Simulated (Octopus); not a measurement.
# InCl2F (SMILES [F][In]([Cl])[Cl]): a chain of runs, part 2 of 3

Octopus 16.4.

**3. Energy and gradient at PZ81 LDA (scalar, in the pseudopotentials, hscv_lda potentials, box margin 4 angstrom, extra states 0, grid spacing 0.150022 angstrom, mix field default) (run 5)**

Started as:

```
$ OMP_NUM_THREADS=1 octopus > gs.log
```

Log:

```text
Version                : 16.4
************************** Calculation Mode **************************
Input: [CalculationMode = gs]
Input: [SpinComponents = unpolarized]
******************************* Space ********************************
Octopus will run in 3 dimension(s).
Octopus will treat the system as periodic in 0 dimension(s).
Input: [AllElectronType = no]
Input: [PseudopotentialSet = hscv_lda]
Reading Coordinates from Coordinates block
****************************** Species *******************************
  Species 'F'
    type             : pseudopotential
    file format      : QSO
    valence charge   : 7.0
    atomic number    :   9
    form on file     : semilocal
    orbital origin   : from file
    lmax             : 1
    llocal           : 1
    projectors per l : 1
    total projectors : 1
    application form : kleinman-bylander
    orbitals         :  4
    bound orbitals   :  4
  Species 'In'
    type             : pseudopotential
    file format      : QSO
    valence charge   : 13.0
    atomic number    :  49
    form on file     : semilocal
    orbital origin   : from file
    lmax             : 2
    llocal           : 0
    projectors per l : 1
    total projectors : 2
    application form : kleinman-bylander
    orbitals         :  9
    bound orbitals   :  9
** Warning:
**   Eigenstate for l =  2 is not normalized
**   (abs(1 - norm) =     0.036523)
  Species 'Cl'
    type             : pseudopotential
    file format      : QSO
    valence charge   : 7.0
    atomic number    :  17
    form on file     : semilocal
    orbital origin   : from file
    lmax             : 2
    llocal           : 2
    projectors per l : 1
    total projectors : 2
    application form : kleinman-bylander
    orbitals         :  2
    bound orbitals   :  2
***************************** Symmetries *****************************
Symmetry elements : (sigma)
Symmetry group    : Cs
Input: [CurvMethod = curv_affine]
Input: [DerivativesStencil = stencil_star]
Input: [SmearingFunction = semiconducting]
Input: [SymmetrizeDensity = no]
******************************* States *******************************
Total electronic charge  =       34.000
Number of states         =       17
States block-size        =        4
************************** Parallelization ***************************
Info: Octopus will run in *serial*
******************************** Grid ********************************
Simulation Box:
  Type = minimum
  Radius  [A] =   4.000
Main mesh:
  Spacing [A] = ( 0.150, 0.150, 0.150)    volume/point [A^3] =      0.00338
  # inner mesh =     171217
  # total mesh =     230485
  Grid Cutoff [eV] =  1670.760704    Grid Cutoff [Ry] =   122.798658
Input: [StatesPack = yes]
Input: [StatesOrthogonalization = cholesky_serial]
Info: the XCFunctional has been selected to match the pseudopotentials
      used in the calculation.
**************************** Theory Level ****************************
Input: [TheoryLevel = kohn_sham]
Exchange-correlation:
  Exchange
    Slater exchange (LDA)
  Correlation
    Perdew & Zunger (Modified) (LDA)
****************************** Hartree *******************************
Input: [DressedOrbitals = no]
The chosen Poisson solver is 'interpolating scaling functions'
Input: [FilterPotentials = filter_TS]
Info: Pseudopotential for F
  Radii for localized parts:
    local part     =  1.6 A
    non-local part =  0.8 A
    orbitals       =  3.5 A
Info: Pseudopotential for In
  Radii for localized parts:
    local part     =  1.8 A
    non-local part =  1.7 A
    orbitals       =  6.9 A
Info: Pseudopotential for Cl
  Radii for localized parts:
    local part     =  1.3 A
    non-local part =  1.2 A
    orbitals       =  4.2 A
Input: [RelativisticCorrection = non_relativistic]
Input: [DFTULevel = dft_u_none]
Input: [MagneticConstrain = 0]
****************** Approximate memory requirements *******************
Mesh
  global  :       1.8 MiB
  local   :       7.0 MiB
  total   :       8.8 MiB
States
  real    :      29.9 MiB (par_kpoints + par_states + par_domains)
  complex :      59.8 MiB (par_kpoints + par_states + par_domains)
Info: Generating external potential
      done.
Input: [InteractionTiming = timing_exact]
Info: Octopus initialization completed.
Info: Starting calculation mode.
Info: Allocating ground state wave-functions
      Block       1 contains       4 states:       1 -       4
      Block       2 contains       4 states:       5 -       8
      Block       3 contains       4 states:       9 -      12
      Block       4 contains       4 states:      13 -      16
      Block       5 contains       1 states:      17 -      17
Info: Ground-state allocation done.
**************************** Eigensolver *****************************
Input: [Eigensolver = cg]
Input: [Preconditioner = pre_filter]
Input: [PreconditionerFilterFactor = 0.5000]
Input: [SubspaceDiagonalization = standard]
Input: [MixField = potential] (what to mix during SCF cycles)
Input: [MixingScheme = broyden]
Info: Mixing uses    4 steps and restarts after   20 steps.
Input: [LCAOStart = lcao_states]
Input: [LCAOScaleFactor = 1.000]
Input: [LCAOMaximumOrbitalRadius = 10.58 A]
Info: Unnormalized total charge =     23.993058
Info: Renormalized total charge =     34.000000
Info: Setting up Hamiltonian.
Info: Performing initial LCAO calculation with     17 orbitals.
Info: Getting Hamiltonian matrix elements.
Eigenvalues [eV]
 #st  Spin   Eigenvalue      Occupation
   1   --   -48.174861       2.000000
   2   --   -48.156011       2.000000
   3   --    -4.119330       2.000000
   4   --    -3.544636       2.000000
   5   --     8.665605       2.000000
   6   --    15.152289       2.000000
   7   --    16.358627       2.000000
   8   --    28.244139       2.000000
   9   --    43.164073       2.000000
  10   --    44.781468       2.000000
  11   --    45.146189       2.000000
  12   --    45.413483       2.000000
  13   --    47.044936       2.000000
  14   --    49.775476       2.000000
  15   --    59.060868       2.000000
  16   --    59.943156       2.000000
  17   --    62.071919       2.000000
Info: Ground-state restart information will be written to 'restart/gs'.
Info: SCF using real wavefunctions.
Info: Starting SCF iteration.
*********************** SCF CYCLE ITER #    1 ************************
 etot  = -3.13366343E+03 abs_ev   =  1.65E+03 rel_ev   =  2.04E+00
 ediff =        1.15E+02 abs_dens =  5.39E+01 rel_dens =  1.58E+00
Converged eigenvectors: 0
#  State  Eigenvalue [eV]  Occupation    Error
      1      -50.135298    2.000000   ( 1.2E-01)
      2      -50.130443    2.000000   ( 1.4E-01)
      3      -35.671806    2.000000   ( 1.3E-01)
      4      -35.648735    2.000000   ( 3.0E-01)
      5      -35.595036    2.000000   ( 4.3E-01)
      6      -34.609537    2.000000   ( 4.4E-01)
      7      -33.167624    2.000000   ( 2.5E-01)
      8      -32.745808    2.000000   ( 2.3E-01)
      9      -14.410216    2.000000   ( 2.5E-01)
     10      -13.685379    2.000000   ( 3.2E-01)
     11      -12.806911    2.000000   ( 1.4E-01)
     12      -12.186291    2.000000   ( 3.8E-01)
     13      -12.055649    2.000000   ( 1.7E-01)
     14      -11.618454    2.000000   ( 7.8E-01)
     15      -10.421170    2.000000   ( 3.1E-01)
     16       -6.514838    2.000000   ( 2.5E-01)
     17       -3.667621    2.000000   ( 9.3E-01)
                                                                     ^
*********************** SCF CYCLE ITER #    2 ************************
 etot  = -2.63111080E+03 abs_ev   =  3.28E+02 rel_ev   =  6.80E-01
 ediff =        1.85E+01 abs_dens =  3.61E+01 rel_dens =  1.06E+00
Converged eigenvectors: 0
#  State  Eigenvalue [eV]  Occupation    Error
      1      -30.111936    2.000000   ( 3.6E-01)
      2      -22.494976    2.000000   ( 3.9E-01)
      3      -22.119734    2.000000   ( 4.2E-01)
      4      -19.763062    2.000000   ( 2.0E-01)
      5      -19.580009    2.000000   ( 3.6E-01)
      6      -19.384809    2.000000   ( 2.7E-01)
      7      -18.958865    2.000000   ( 1.5E-01)
      8      -18.457902    2.000000   ( 6.1E-01)
      9      -12.008773    2.000000   ( 4.3E-01)
     10      -10.587878    2.000000   ( 6.9E-01)
     11       -9.617024    2.000000   ( 1.5E-01)
     12       -9.236345    2.000000   ( 4.9E-01)
     13       -8.420736    2.000000   ( 2.0E-01)
     14       -8.236185    2.000000   ( 3.1E-01)
     15       -7.565963    2.000000   ( 3.6E-01)
     16       -3.959011    2.000000   ( 2.8E-01)
     17       -0.561144    2.000000   ( 6.9E-01)
                                                                     ^
[eigenvalue tables of the cycles between left out]
*********************** SCF CYCLE ITER #    3 ************************
 etot  = -3.34788652E+03 abs_ev   =  1.75E+02 rel_ev   =  2.66E-01
 ediff =        2.63E+01 abs_dens =  1.09E+01 rel_dens =  3.19E-01
*********************** SCF CYCLE ITER #    4 ************************
 etot  = -3.19433727E+03 abs_ev   =  5.52E+01 rel_ev   =  9.18E-02
 ediff =        5.64E+00 abs_dens =  4.51E+00 rel_dens =  1.33E-01
*********************** SCF CYCLE ITER #    5 ************************
 etot  = -3.12000219E+03 abs_ev   =  2.12E+01 rel_ev   =  3.65E-02
 ediff =        2.73E+00 abs_dens =  2.99E+00 rel_dens =  8.81E-02
*********************** SCF CYCLE ITER #    6 ************************
 etot  = -3.11447345E+03 abs_ev   =  5.09E+00 rel_ev   =  8.84E-03
 ediff =        2.03E-01 abs_dens =  5.43E-01 rel_dens =  1.60E-02
*********************** SCF CYCLE ITER #    7 ************************
 etot  = -3.04893604E+03 abs_ev   =  4.12E+01 rel_ev   =  7.72E-02
 ediff =        2.41E+00 abs_dens =  1.97E+00 rel_dens =  5.81E-02
*********************** SCF CYCLE ITER #    8 ************************
 etot  = -3.00027006E+03 abs_ev   =  1.69E+01 rel_ev   =  3.28E-02
 ediff =        1.79E+00 abs_dens =  7.28E-01 rel_dens =  2.14E-02
*********************** SCF CYCLE ITER #    9 ************************
 etot  = -3.01944901E+03 abs_ev   =  1.07E+01 rel_ev   =  2.03E-02
 ediff =        7.05E-01 abs_dens =  1.65E+00 rel_dens =  4.84E-02
*********************** SCF CYCLE ITER #   10 ************************
 etot  = -2.99717052E+03 abs_ev   =  9.76E+00 rel_ev   =  1.88E-02
 ediff =        8.19E-01 abs_dens =  3.86E-01 rel_dens =  1.14E-02
*********************** SCF CYCLE ITER #   11 ************************
 etot  = -2.99712754E+03 abs_ev   =  1.07E-01 rel_ev   =  2.07E-04
 ediff =        1.58E-03 abs_dens =  9.95E-02 rel_dens =  2.93E-03
*********************** SCF CYCLE ITER #   12 ************************
 etot  = -3.00218791E+03 abs_ev   =  1.55E+00 rel_ev   =  2.98E-03
 ediff =        1.86E-01 abs_dens =  1.08E-01 rel_dens =  3.19E-03
*********************** SCF CYCLE ITER #   13 ************************
 etot  = -3.00056709E+03 abs_ev   =  8.25E-01 rel_ev   =  1.59E-03
 ediff =        5.96E-02 abs_dens =  3.22E-02 rel_dens =  9.46E-04
*********************** SCF CYCLE ITER #   14 ************************
 etot  = -3.00004065E+03 abs_ev   =  3.29E-02 rel_ev   =  6.34E-05
 ediff =        1.93E-02 abs_dens =  2.52E-02 rel_dens =  7.43E-04
*********************** SCF CYCLE ITER #   15 ************************
 etot  = -3.00058433E+03 abs_ev   =  1.73E-01 rel_ev   =  3.34E-04
 ediff =        2.00E-02 abs_dens =  1.19E-02 rel_dens =  3.49E-04
*********************** SCF CYCLE ITER #   16 ************************
 etot  = -3.00043612E+03 abs_ev   =  5.55E-02 rel_ev   =  1.07E-04
 ediff =        5.45E-03 abs_dens =  2.33E-03 rel_dens =  6.85E-05
*********************** SCF CYCLE ITER #   17 ************************
 etot  = -3.00037317E+03 abs_ev   =  1.04E-02 rel_ev   =  2.00E-05
 ediff =        2.31E-03 abs_dens =  1.44E-03 rel_dens =  4.24E-05
*********************** SCF CYCLE ITER #   18 ************************
 etot  = -3.00041536E+03 abs_ev   =  2.15E-02 rel_ev   =  4.15E-05
 ediff =        1.55E-03 abs_dens =  6.83E-04 rel_dens =  2.01E-05
*********************** SCF CYCLE ITER #   19 ************************
 etot  = -3.00040400E+03 abs_ev   =  3.21E-03 rel_ev   =  6.19E-06
 ediff =        4.18E-04 abs_dens =  4.58E-04 rel_dens =  1.35E-05
*********************** SCF CYCLE ITER #   20 ************************
 etot  = -3.00040915E+03 abs_ev   =  2.19E-03 rel_ev   =  4.22E-06
 ediff =        1.89E-04 abs_dens =  1.67E-04 rel_dens =  4.91E-06
*********************** SCF CYCLE ITER #   21 ************************
 etot  = -3.00040519E+03 abs_ev   =  2.44E-03 rel_ev   =  4.71E-06
 ediff =        1.45E-04 abs_dens =  1.15E-04 rel_dens =  3.39E-06
*********************** SCF CYCLE ITER #   22 ************************
 etot  = -3.00040587E+03 abs_ev   =  1.09E-04 rel_ev   =  2.09E-07
 ediff =        2.51E-05 abs_dens =  2.96E-05 rel_dens =  8.71E-07
Converged eigenvectors: 0
#  State  Eigenvalue [eV]  Occupation    Error
      1      -27.788161    2.000000   ( 1.6E-06)
      2      -21.945848    2.000000   ( 2.5E-06)
      3      -21.854056    2.000000   ( 1.3E-06)
      4      -20.988147    2.000000   ( 2.7E-07)
      5      -20.915989    2.000000   ( 1.6E-06)
      6      -20.749942    2.000000   ( 5.0E-07)
      7      -20.034953    2.000000   ( 3.6E-06)
      8      -19.921288    2.000000   ( 9.3E-07)
      9      -12.213662    2.000000   ( 1.2E-06)
     10      -10.358968    2.000000   ( 2.6E-06)
     11      -10.110922    2.000000   ( 2.1E-06)
     12       -9.495209    2.000000   ( 1.3E-06)
     13       -8.930478    2.000000   ( 3.4E-06)
     14       -8.669635    2.000000   ( 3.8E-06)
     15       -8.517892    2.000000   ( 6.4E-07)
     16       -8.514678    2.000000   ( 4.8E-06)
     17       -8.409296    2.000000   ( 4.3E-07)
                                                                     ^
*********************** SCF CYCLE ITER #   23 ************************
 etot  = -3.00040590E+03 abs_ev   =  1.35E-04 rel_ev   =  2.59E-07
 ediff =        9.17E-07 abs_dens =  1.39E-05 rel_dens =  4.08E-07
Converged eigenvectors: 0
#  State  Eigenvalue [eV]  Occupation    Error
      1      -27.788159    2.000000   ( 4.8E-07)
      2      -21.945844    2.000000   ( 1.2E-06)
      3      -21.854054    2.000000   ( 6.4E-07)
      4      -20.988147    2.000000   ( 1.7E-07)
      5      -20.915989    2.000000   ( 5.5E-07)
      6      -20.749943    2.000000   ( 1.5E-07)
      7      -20.034949    2.000000   ( 1.4E-06)
      8      -19.921285    2.000000   ( 6.3E-07)
      9      -12.213657    2.000000   ( 5.1E-07)
     10      -10.358963    2.000000   ( 1.0E-06)
     11      -10.110917    2.000000   ( 3.0E-07)
     12       -9.495204    2.000000   ( 4.8E-07)
     13       -8.930472    2.000000   ( 1.3E-06)
     14       -8.669630    2.000000   ( 1.8E-06)
     15       -8.517883    2.000000   ( 3.1E-07)
     16       -8.514672    2.000000   ( 2.1E-06)
     17       -8.409289    2.000000   ( 2.4E-07)
                                                                     ^
Info: SCF converged in   23 iterations
** Warning:
**   Some of the states are not fully converged!
Info: Number of matrix-vector products:       7898
Octopus emitted 2 warnings.
```

Run time: 92 s. Hardware: 1 thread of Arm Neoverse V1, shared host; peak memory 0.18 GiB.

Run 6 isn't shown in full; the table further down has it.

(Part 2 of 3 ends here.)
